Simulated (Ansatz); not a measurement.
# B3Ir: the cost of one run

Computed with Ansatz 0.2.0 (DFT PBE, scalar-relativistic, plane waves, PAW, unless a step's input says otherwise).

### Step 1. The system as given

The structure is hexagonal, space group P6_3/mmc (No. 194). The conventional cell has a = 4.576 Å, b = 4.576 Å, c = 3.673 Å, α = 90.00°, β = 90.00°, γ = 120.00°. Around B (site symmetry mm2) lie 4 Ir at 2.26 to 2.29 Å and 8 B at 2.26 to 2.29 Å. Around Ir (site symmetry -6m2) lie 12 B at 2.26 to 2.29 Å.

As a file:

```cif
data_structure
_symmetry_space_group_name_H-M 'P6_3/mmc'
_symmetry_Int_Tables_number 194
_cell_length_a 4.5763
_cell_length_b 4.5763
_cell_length_c 3.6732
_cell_angle_alpha 90.000
_cell_angle_beta 90.000
_cell_angle_gamma 120.000
_cell_volume 66.62
loop_
_atom_site_label
_atom_site_type_symbol
_atom_site_symmetry_multiplicity
_atom_site_Wyckoff_symbol
_atom_site_fract_x
_atom_site_fract_y
_atom_site_fract_z
_atom_site_occupancy
B1 B 6 h 0.83300 0.66600 0.25000 1
Ir1 Ir 2 c 0.33333 0.66667 0.25000 1
```

(A quick probe on a coarse mesh, which set the mesh and smearing, is not shown.)

### Step 3. A loose first relaxation

input.yaml reads:

```yaml
crystal:
  lattice:
    - [4.5762672315, 0.0, 0.0]
    - [-2.2881336157, 3.963163677, 0.0]
    - [0.0, 0.0, 3.6731605361]
  atoms:
    - { symbol: B, position: [0.833, 0.666, 0.25] }
    - { symbol: B, position: [0.167, 0.833, 0.75] }
    - { symbol: B, position: [0.334, 0.167, 0.25] }
    - { symbol: B, position: [0.167, 0.334, 0.75] }
    - { symbol: B, position: [0.833, 0.167, 0.25] }
    - { symbol: B, position: [0.666, 0.833, 0.75] }
    - { symbol: Ir, position: [0.3333333333, 0.6666666667, 0.25] }
    - { symbol: Ir, position: [0.6666666667, 0.3333333333, 0.75] }
basis:
  ecutwfc: 420
kpoints:
  mp_grid: { grid: [6, 6, 6] }
hamiltonian:
  xc: pbe
scf:
  occupations: { method: gaussian, width: 0.1 }
  lower_state_search: "off"
output:
  forces: true
  stress: true
  eigenvalues: true
relax:
  adjacent_minimum: "off"
  f_tol: 0.04
  max_steps: 70
  cell: { stress_tol: 0.4 }
```

Command:

```bash
> ansatz run input.yaml --threads 1 --pin off --max-ram 2560MiB --backend cpu --events-out ev --progress --plain --runs-dir out
```

What time and memory should one allow on 1 thread of Intel Xeon Platinum 8375C at 2.90GHz (Ice Lake), shared host?

About 2.8 min, with a peak of 0.43 GiB.
